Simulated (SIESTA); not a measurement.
# In2CuO4 (I4/mmm) in SIESTA: a series of runs, part 2 of 2

SIESTA 5.4.2. The steps go on from the part before.

**5. Single point, LDA, 13.24 Å³/atom**

File In2CuO4.fdf:

```
SystemName                      In2CuO4
SystemLabel                     In2CuO4
NumberOfSpecies                 3
NumberOfAtoms                   7
%block ChemicalSpeciesLabel
  1  49 In
  2  29 Cu
  3   8 O
%endblock ChemicalSpeciesLabel

LatticeConstant                 1.0 Ang
%block LatticeVectors
    -1.9652210764     1.9652210764     5.9994618658
     1.9652210764    -1.9652210764     5.9994618658
     1.9652210764     1.9652210764    -5.9994618658
%endblock LatticeVectors
AtomicCoordinatesFormat         Fractional
%block AtomicCoordinatesAndAtomicSpecies
     0.6471000000     0.6471000000     0.0000000000  1  In
     0.3529000000     0.3529000000     0.0000000000  1  In
     0.0000000000     0.0000000000     0.0000000000  2  Cu
     0.2500000000     0.7500000000     0.5000000000  3  O
     0.7500000000     0.2500000000     0.5000000000  3  O
     0.0000000000     0.5000000000     0.5000000000  3  O
     0.5000000000     0.0000000000     0.5000000000  3  O
%endblock AtomicCoordinatesAndAtomicSpecies

%block kgrid.MonkhorstPack
    7   0   0  0.0
    0   7   0  0.0
    0   0   7  0.0
%endblock kgrid.MonkhorstPack
XC.Functional                   LDA
XC.Authors                      PW92
PAO.BasisSize                   DZP
PAO.EnergyShift                 0.003 Ry
Mesh.Cutoff                     800 Ry
OccupationFunction              FD
ElectronicTemperature           0.05 eV
MaxSCFIterations                120
SCF.MustConverge                false
SCF.Mixer.Method                Pulay
SCF.Mixer.Weight                0.25
SCF.Mixer.History               8
SCF.DM.Tolerance                5.0e-05
SCF.H.Tolerance                 1.0e-03 eV
WriteForces                     true
Charge.Mulliken                 end
%block PAO.Basis
  In 4
  n=5 0 2
    6.941 0.000
  n=5 1 2
    9.500 0.000
  n=4 2 2
    4.114 0.000
  n=5 2 1
    9.500
  Cu 5
  n=3 0 2
    2.379 0.000
  n=4 0 2
    7.181 0.000
  n=3 1 2
    2.662 0.000
  n=4 1 1
    7.181
  n=3 2 2
    4.908 0.000
%endblock PAO.Basis
```

Launch:

```
$ siesta < In2CuO4.fdf > In2CuO4.out 2>&1
```

Wall time 5.3 min (1 thread of Arm Neoverse V2, shared host); peak memory 0.69 GiB.

It converged, with:

```
Free energy            : -10553.9602 eV
Pressure               : -20.9 GPa
Largest force          : 1.457 eV/Å
Band gap on the k mesh : none (metal or under the smearing width)
```

Caveat: short orbitals over semicore shells can move pressures by several GPa; the basis of atomic orbitals isn't converged, which shifts pressures, moduli and gaps; an odd number of electrons without spin polarisation forces a metal; a magnetic or distorted state may lie lower; the run has no spin polarisation, though such a crystal can be magnetic; semilocal functionals often make such compounds metallic where correlation or magnetic order opens a gap, which also shifts bond lengths.

**6. Single point, LDA, 13.51 Å³/atom**

In2CuO4.fdf: that of step 5 with these lines changed.

```diff
@@ -12,5 +12,5 @@
 %block LatticeVectors
-    -1.9652210764     1.9652210764     5.9994618658
-     1.9652210764    -1.9652210764     5.9994618658
-     1.9652210764     1.9652210764    -5.9994618658
+    -1.9785000000     1.9785000000     6.0400000000
+     1.9785000000    -1.9785000000     6.0400000000
+     1.9785000000     1.9785000000    -6.0400000000
 %endblock LatticeVectors
```

Potentials or basis: PseudoDojo 0.4 standard (LDA files), DZP (energy shift 0.003 Ry; two zetas on semicore shells).

Launch:

```
$ siesta In2CuO4.fdf > In2CuO4.out 2>&1
```

Run time: 5.2 min. Hardware: 1 thread of Arm Neoverse V2, shared host; peak memory 0.68 GiB.

The run converged. Its results:

| Item | Value |
| --- | --- |
| Free energy | -10553.7042 eV |
| Pressure | -22.4 GPa |
| Largest force | 1.480 eV/Å |
| Band gap on the k mesh | none (metal or under the smearing width) |

Caveat: short orbitals over semicore shells can move pressures by several GPa; the basis of atomic orbitals isn't converged, which shifts pressures, moduli and gaps; an odd number of electrons without spin polarisation forces a metal; a magnetic or distorted state may lie lower; the run has no spin polarisation, though such a crystal can be magnetic; semilocal functionals often make such compounds metallic where correlation or magnetic order opens a gap, which also shifts bond lengths.

**7. Single point, LDA, 13.78 Å³/atom**

In2CuO4.fdf: that of step 6 with these lines changed.

```diff
@@ -12,5 +12,5 @@
 %block LatticeVectors
-    -1.9785000000     1.9785000000     6.0400000000
-     1.9785000000    -1.9785000000     6.0400000000
-     1.9785000000     1.9785000000    -6.0400000000
+    -1.9916030309     1.9916030309     6.0800011657
+     1.9916030309    -1.9916030309     6.0800011657
+     1.9916030309     1.9916030309    -6.0800011657
 %endblock LatticeVectors
```

Launch:

```
$ siesta In2CuO4.fdf > In2CuO4.out 2>&1
```

Wall time 5.5 min (1 thread of Arm Neoverse V2, shared host); peak memory 0.74 GiB.

The run converged. Its results:

* Free energy: -10553.4315 eV
* Pressure: -23.7 GPa
* Largest force: 1.500 eV/Å
* Band gap on the k mesh: none (metal or under the smearing width)

Caveat: short orbitals over semicore shells can move pressures by several GPa; the basis of atomic orbitals isn't converged, which shifts pressures, moduli and gaps; an odd number of electrons without spin polarisation forces a metal; a magnetic or distorted state may lie lower; the run has no spin polarisation, though such a crystal can be magnetic; semilocal functionals often make such compounds metallic where correlation or magnetic order opens a gap, which also shifts bond lengths.

**8. Single point, LDA, 14.05 Å³/atom**

In2CuO4.fdf: that of step 7 with these lines changed.

```diff
@@ -12,5 +12,5 @@
 %block LatticeVectors
-    -1.9916030309     1.9916030309     6.0800011657
-     1.9916030309    -1.9916030309     6.0800011657
-     1.9916030309     1.9916030309    -6.0800011657
+    -2.0045358805     2.0045358805     6.1194827991
+     2.0045358805    -2.0045358805     6.1194827991
+     2.0045358805     2.0045358805    -6.1194827991
 %endblock LatticeVectors
```

Launch:

```
$ siesta In2CuO4.fdf > In2CuO4.out 2>&1
```

It took 5.1 min on 1 thread of Arm Neoverse V2, shared host; peak memory 0.66 GiB.

Results (log left out):

* Free energy: -10553.1446 eV
* Pressure: -24.8 GPa
* Largest force: 1.517 eV/Å
* Band gap on the k mesh: none (metal or under the smearing width)

Caveat: short orbitals over semicore shells can move pressures by several GPa; the basis of atomic orbitals isn't converged, which shifts pressures, moduli and gaps; an odd number of electrons without spin polarisation forces a metal; a magnetic or distorted state may lie lower; the run has no spin polarisation, though such a crystal can be magnetic; semilocal functionals often make such compounds metallic where correlation or magnetic order opens a gap, which also shifts bond lengths.

**9. Equation of state, LDA**

Potentials or basis: PseudoDojo 0.4 standard (LDA files), DZP (energy shift 0.003 Ry; two zetas on semicore shells).

No new run: the results of the series are fitted here.

Results:

- Equilibrium volume: outside the volumes run

Energy against volume, from the lowest point:
```
volume (Å³/atom)  energy (meV/atom)
          12.700               0.00
          12.970              30.60
          13.240              64.37
          13.510             100.94
          13.781             139.90
          14.051             180.89
```

Caveat: short orbitals over semicore shells can move pressures by several GPa; the basis of atomic orbitals isn't converged, which shifts pressures, moduli and gaps; the run has no spin polarisation, though such a crystal can be magnetic.
